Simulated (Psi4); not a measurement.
**doublet GaSiH4F+ at 4 levels**

Wanted: a comparison of 4 runs (U-wB97M-V/def2-SVP, UB2PLYP/def2-SVP, UCAM-B3LYP/def2-SVP, UM06-2X/def2-SVP) of doublet GaSiH4F+. 

The calculation is run with Psi4 1.11.

1 further run of the same task is left out (set aside as unsound or not needed).

## Step 1: Starting point

GaSiH4F+: 7 atoms, total charge +1, spin state doublet. As SMILES of the parent species, `[F][GaH][SiH3]`. Geometry: relaxed at PBE0-D4/def2-TZVP. That shape belongs to the parent species and isn't relaxed for this state.

Bond lengths: F1–Ga2 1.766 Å, Ga2–Si3 2.406 Å, Ga2–H4 1.565 Å, Si3–H5 1.487 Å, Si3–H6 1.487 Å, Si3–H7 1.487 Å. Angles: F1–Ga2–Si3 112.7°, F1–Ga2–H4 112.3°, Si3–Ga2–H4 135.0°, Ga2–Si3–H5 109.4°, Ga2–Si3–H6 111.2°, Ga2–Si3–H7 109.6°, H5–Si3–H6 108.8°, H5–Si3–H7 108.9°, H6–Si3–H7 108.9°.

## Step 2: The energy at U-wB97M-V/def2-SVP (run 1)

run.py reads:

```python
import psi4

psi4.set_memory(1600000000)
psi4.set_num_threads(1)
psi4.set_output_file('output.dat', False)

m = psi4.geometry("""
1 2
F      0.43766057    -4.06687959     2.53639040
Ga     0.03609377    -0.75589045     2.41752663
Si    -0.05612487     0.85188854    -1.83454612
H     -0.18311446     0.44484153     5.11114225
H     -2.26030142    -0.23753857    -3.19666071
H     -0.27287645     3.65359649    -1.85760078
H      2.29866286     0.10979309    -3.17625167
units bohr
symmetry c1
no_reorient
no_com
""")

options = {'reference': 'uks', 'puream': True, 'e_convergence': 1e-09, 'd_convergence': 1e-08, 'scf_type': 'pk', 'dft_radial_points': 99, 'dft_spherical_points': 590, 'maxiter': 100}
psi4.set_options(options)

E = psi4.energy("wb97m-v/def2-SVP", molecule=m)
print('E =', round(E, 9))
```

The run is started by

```sh
$ python run.py
```

output.dat:

```text
[...]
  Running in c1 symmetry.
[...]
  Nuclear repulsion =  246.997178774620238
[...]
  Multiplicity = 2
[...]
  Nalpha       = 29
  Nbeta        = 28
[...]
    Number of basis functions: 84
[...]
   @UKS iter   1: -2313.98095557917986   -2.04243e+00   2.89103e-02 ADIIS/DIIS
[...]
   @UKS iter  20: -2315.65900893517710   -8.18545e-12   6.42027e-09 DIIS
[...]
   @S^2 Observed:                7.587167288E-01
[...]
    Orbital Energies [Eh]
    ---------------------
    Alpha Occupied:
       1A   -373.390328     2A    -66.650793     3A    -46.466029
       4A    -41.120870     5A    -41.118954     6A    -41.117174
       7A    -25.084659     8A     -5.957365     9A     -5.701285
      10A     -4.211800    11A     -4.207919    12A     -4.202670
      13A     -4.024282    14A     -4.016058    15A     -4.015970
      16A     -1.452250    17A     -1.238611    18A     -1.235683
      19A     -1.232228    20A     -1.231361    21A     -1.223578
      22A     -0.903406    23A     -0.803328    24A     -0.724754
      25A     -0.701968    26A     -0.698832    27A     -0.670831
      28A     -0.667033    29A     -0.628777
    Alpha Virtual:
[...]
  @UKS Final Energy: -2315.65900893517710
   => Energetics <=
    Nuclear Repulsion Energy =            246.9971787746202381
    One-Electron Energy =               -3704.6287875577108935
    Two-Electron Energy =                1225.8227370176787190
    DFT Exchange-Correlation Energy =     -84.0893310642485261
    Empirical Dispersion Energy =           0.0000000000000000
    VV10 Nonlocal Energy =                  0.2391938944835471
    Total Energy =                      -2315.6590089351770985
[...]
 Multipole Moments:
 ------------------------------------------------------------------------------------
     Multipole            Electronic (a.u.)      Nuclear  (a.u.)        Total (a.u.)
 ------------------------------------------------------------------------------------
 L = 1.  Multiply by 2.5417464519 to convert [e a0] to [Debye]
 Dipole X            :         -3.9698963            3.8544744           -0.1154219
 Dipole Y            :         44.9888182          -44.1373882            0.8514301
 Dipole Z            :        -68.3796285           68.9678225            0.5881941
 Magnitude           :                                                    1.0412625
[...]
```

The script printed:

```text
E = -2315.659008935
```

Wall time 4 min (1 thread of Intel Xeon Platinum 8488C (Sapphire Rapids), shared host); peak memory 0.95 GiB.

## Step 3: The energy at UB2PLYP/def2-SVP (density fitting for correlation) (run 2)

fgah4si.dat reads:

```
memory 1600 mb

molecule mol {
  1 2
  F      0.231600    -2.152100     1.342200
  Ga     0.019100    -0.400000     1.279300
  Si    -0.029700     0.450800    -0.970800
  H     -0.096900     0.235400     2.704700
  H     -1.196100    -0.125700    -1.691600
  H     -0.144400     1.933400    -0.983000
  H      1.216400     0.058100    -1.680800
  symmetry c1
}

set {
  basis def2-SVP
  reference uks
  puream true
  e_convergence 1e-09
  d_convergence 1e-08
  scf_type pk
  dft_radial_points 99
  dft_spherical_points 590
  num_frozen_docc 15
  maxiter 100
}

e_tot, wfn = energy("b2plyp", return_wfn=True)
```

The run is started by

```sh
$ psi4 -i fgah4si.dat -o fgah4si.out -n 1
```

fgah4si.out:

```text
[...]
  Running in c1 symmetry.
[...]
  Nuclear repulsion =  246.997178545031261
[...]
  Multiplicity = 2
[...]
  Nalpha       = 29
  Nbeta        = 28
[...]
    Number of basis functions: 84
[...]
   @UKS iter   1: -2313.48411836990772   -2.21556e+00   2.81666e-02 ADIIS/DIIS
[...]
   @UKS iter  18: -2315.08908514027189   -6.36646e-12   7.28751e-09 DIIS
[...]
   @S^2 Observed:                7.698653319E-01
[...]
    Orbital Energies [Eh]
    ---------------------
    Alpha Occupied:
       1A   -375.432769     2A    -67.475758     3A    -47.126883
       4A    -41.715536     5A    -41.713873     6A    -41.711980
       7A    -25.518989     8A     -6.158431     9A     -5.892072
      10A     -4.366812    11A     -4.365187    12A     -4.358750
      13A     -4.154600    14A     -4.146167    15A     -4.146089
      16A     -1.473850    17A     -1.278352    18A     -1.275416
      19A     -1.272400    20A     -1.271452    21A     -1.262292
      22A     -0.875304    23A     -0.769135    24A     -0.696757
      25A     -0.672459    26A     -0.669362    27A     -0.637610
      28A     -0.633629    29A     -0.607861
    Alpha Virtual:
[...]
  @UKS Final Energy: -2315.08908514027189
   => Energetics <=
    Nuclear Repulsion Energy =            246.9971785450312609
    One-Electron Energy =               -3705.2891083450549559
    Two-Electron Energy =                1194.4799688485454681
    DFT Exchange-Correlation Energy =     -51.2771241887937705
    Empirical Dispersion Energy =           0.0000000000000000
    VV10 Nonlocal Energy =                  0.0000000000000000
    Total Energy =                      -2315.0890851402718909
[...]
 Multipole Moments:
 ------------------------------------------------------------------------------------
     Multipole            Electronic (a.u.)      Nuclear  (a.u.)        Total (a.u.)
 ------------------------------------------------------------------------------------
 L = 1.  Multiply by 2.5417464519 to convert [e a0] to [Debye]
 Dipole X            :          0.2016087           -0.4068427           -0.2052340
 Dipole Y            :         -3.1255584            4.9629024            1.8373440
 Dipole Z            :          7.8133108           -8.5775386           -0.7642278
 Magnitude           :                                                    2.0004995
[...]
```

Wall time 26 s (1 thread of Intel Xeon Platinum 8488C (Sapphire Rapids), shared host); peak memory 1 GiB.

Run 3 isn't shown in full; the table further down has it.

## Step 4: Energy and forces at UM06-2X/def2-SVP (run 4)

calc.py reads:

```python
import psi4

psi4.set_memory('1600 MB')
psi4.set_num_threads(1)
psi4.core.set_output_file('psi4.out', False)

molecule = psi4.geometry("""
1 2
F
Ga 1 1.76606
Si 2 2.406074 1 112.74047
H 2 1.564914 1 112.29019 3 179.86453
H 3 1.487412 2 109.39254 4 -117.29049
H 3 1.48708 5 108.78138 2 -121.6556
H 3 1.48697 6 108.90609 5 118.52527
symmetry c1
no_reorient
no_com
""")

psi4.set_options({
    'reference': 'uks',
    'puream': True,
    'e_convergence': 1e-09,
    'd_convergence': 1e-08,
    'scf_type': 'pk',
    'dft_radial_points': 99,
    'dft_spherical_points': 590,
    'maxiter': 100,
})

result, w = psi4.gradient('m06-2x/def2-SVP', return_wfn=True)
psi4.oeprop(w, 'WIBERG_LOWDIN_INDICES', 'MULLIKEN_CHARGES', 'LOWDIN_CHARGES', title='M06-2X')
print('gradient / Eh bohr^-1')
print(result.np.round(6))
print(f'energy = {w.energy():.10f} Eh')
for k, v in sorted(psi4.core.scalar_variables().items()):
    print(f'{k:45s} {v:18.10f}')
```

The run is started by

```sh
$ python calc.py
```

psi4.out:

```text
[...]
  Running in c1 symmetry.
[...]
  Nuclear repulsion =  246.997160767148955
[...]
  Multiplicity = 2
[...]
  Nalpha       = 29
  Nbeta        = 28
[...]
    Number of basis functions: 84
[...]
   @UKS iter   1: -2314.15719826656959   -2.16277e+00   2.84257e-02 DIIS/ADIIS
[...]
   @UKS iter  18: -2315.75999252906513   -5.45697e-12   5.33318e-09 DIIS
[...]
   @S^2 Observed:                7.605392350E-01
[...]
  @UKS Final Energy: -2315.75999252906513
   => Energetics <=
    Nuclear Repulsion Energy =            246.9971607671489551
    One-Electron Energy =               -3705.6189802340390997
    Two-Electron Energy =                1193.7637937967112975
    DFT Exchange-Correlation Energy =     -50.9019668588863752
    Empirical Dispersion Energy =           0.0000000000000000
    VV10 Nonlocal Energy =                  0.0000000000000000
    Total Energy =                      -2315.7599925290651299
[...]
 Multipole Moments:
 ------------------------------------------------------------------------------------
     Multipole            Electronic (a.u.)      Nuclear  (a.u.)        Total (a.u.)
 ------------------------------------------------------------------------------------
 L = 1.  Multiply by 2.5417464519 to convert [e a0] to [Debye]
 Dipole X            :         -0.0108043            0.0106608           -0.0001435
 Dipole Y            :          7.6437250           -8.3971058           -0.7533807
 Dipole Z            :         -3.4278708            5.2781233            1.8502525
 Magnitude           :                                                    1.9977530
[...]
  -Total Gradient:
     Atom            X                  Y                   Z
    ------   -----------------  -----------------  -----------------
       1        0.000012815556     0.007397994512    -0.024127830444
       2       -0.000076202195    -0.027814455410     0.050449266663
       3       -0.000016251235     0.061859838607    -0.029143912258
       4       -0.000008440052    -0.004885791258    -0.013020381935
       5       -0.003901142132    -0.012025013263     0.006979996769
       6        0.000200573801    -0.012675660310     0.001789432340
       7        0.003771947494    -0.011850115435     0.007326532710
[...]
```

The script printed:

```text
gradient / Eh bohr^-1
[[ 1.3000e-05  7.3980e-03 -2.4128e-02]
 [-7.6000e-05 -2.7814e-02  5.0449e-02]
 [-1.6000e-05  6.1860e-02 -2.9144e-02]
 [-8.0000e-06 -4.8860e-03 -1.3020e-02]
 [-3.9010e-03 -1.2025e-02  6.9800e-03]
 [ 2.0100e-04 -1.2676e-02  1.7890e-03]
 [ 3.7720e-03 -1.1850e-02  7.3270e-03]]
energy = -2315.7599925291 Eh
CURRENT ENERGY                                  -2315.7599925291
CURRENT REFERENCE ENERGY                        -2315.7599925291
DD SOLVATION ENERGY                                 0.0000000000
DFT FUNCTIONAL TOTAL ENERGY                     -2315.7599925291
DFT TOTAL ENERGY                                -2315.7599925291
DFT VV10 ENERGY                                     0.0000000000
DFT XC ENERGY                                     -50.9019668589
GRID ELECTRONS ALPHA                               28.9999992728
GRID ELECTRONS BETA                                27.9999993292
GRID ELECTRONS TOTAL                               56.9999986020
NUCLEAR REPULSION ENERGY                          246.9971607671
ONE-ELECTRON ENERGY                             -3705.6189802340
PCM POLARIZATION ENERGY                             0.0000000000
PE ENERGY                                           0.0000000000
SCF ITERATION ENERGY                            -2315.7599925291
SCF ITERATIONS                                     18.0000000000
SCF TOTAL ENERGY                                -2315.7599925291
TWO-ELECTRON ENERGY                              1193.7637937967
XC GRID RADIAL POINTS                              99.0000000000
XC GRID SPHERICAL POINTS                          590.0000000000
XC GRID TOTAL POINTS                           389931.0000000000
```

It took 62 s on 1 thread of Intel Xeon Platinum 8488C (Sapphire Rapids), shared host; peak memory 0.9 GiB.

## Step 5: Overview of the runs

```csv
run,level,frozen core orbitals,fitting correlation,energy (Eh),HOMO energy (eV),LUMO energy (eV),⟨S²⟩,wall time
1,U-wB97M-V/def2-SVP,0,–,-2315.659009,-17.11,-10.57,0.759,4 min
2,UB2PLYP/def2-SVP (density fitting for correlation),15,density fitting,-2315.253452,-16.54,-11.18,0.770,26 s
3,UCAM-B3LYP/def2-SVP,0,–,-2315.921817,-16.55,-11.30,0.763,39 s
4,UM06-2X/def2-SVP,0,–,-2315.759993,-16.29,-11.62,0.761,62 s
```

## Step 6: Results

| quantity | value |
| --- | --- |
| run 4: total energy | -2315.75999 Eh |
| run 4: HOMO energy (highest over α and β) | -16.29 eV |
| run 4: LUMO energy (lowest over α and β) | -11.62 eV |
| run 4: ⟨S²⟩ | 0.761 |
| run 4: largest force on an atom | 3.516 eV/Å |

What this shows: Totals of different functionals can't be ranked against each other. All runs together took 6.1 min, the longest 4 min.
